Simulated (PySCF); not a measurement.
# C4H3Br2F: the cost of one run

Programs: PySCF 2.14.0, with routines of our own; each step states its level. All values are computed. Atoms count from 0.

## 1. The system as given

10 atoms, charge 1, multiplicity 2; geometry from: GFN2-xTB.

## 2. Open-shell or spin-flip excitations: unrestricted TDA PBE0/def2-SVPD

What the job is given:

```
{"job": {"kind": "uabs", "xc": "PBE0", "basis": "def2-SVPD", "nstates": 10, "tda": true}, "charge": 1, "multiplicity": 2}
F     -0.687036     1.294069    -1.579671
C     -0.504652     0.850694    -0.327651
C      0.918703     0.772360     0.178355
C      0.853008    -0.563044     0.377739
Br     2.006615    -1.842254     1.066151
C     -0.539765    -0.709917    -0.186617
Br    -1.934890    -1.495086     0.934819
H     -1.189344     1.398774     0.334252
H      1.667842     1.530615     0.328905
H     -0.581598    -1.231557    -1.148809
```

With the program's defaults for keys left out, this is: unrestricted TDA PBE0/def2-SVPD, vertical, gas phase, core orbitals frozen in the response.

Command:

```sh
> OMP_NUM_THREADS=1 python excited_run.py task.json out
```

This one command runs all jobs of the session in turn.

Q: Estimate the wall time and peak memory of this first job on 1 thread of Arm Neoverse V1, shared host.

About 1.9 min, with a peak of 0.76 GiB.
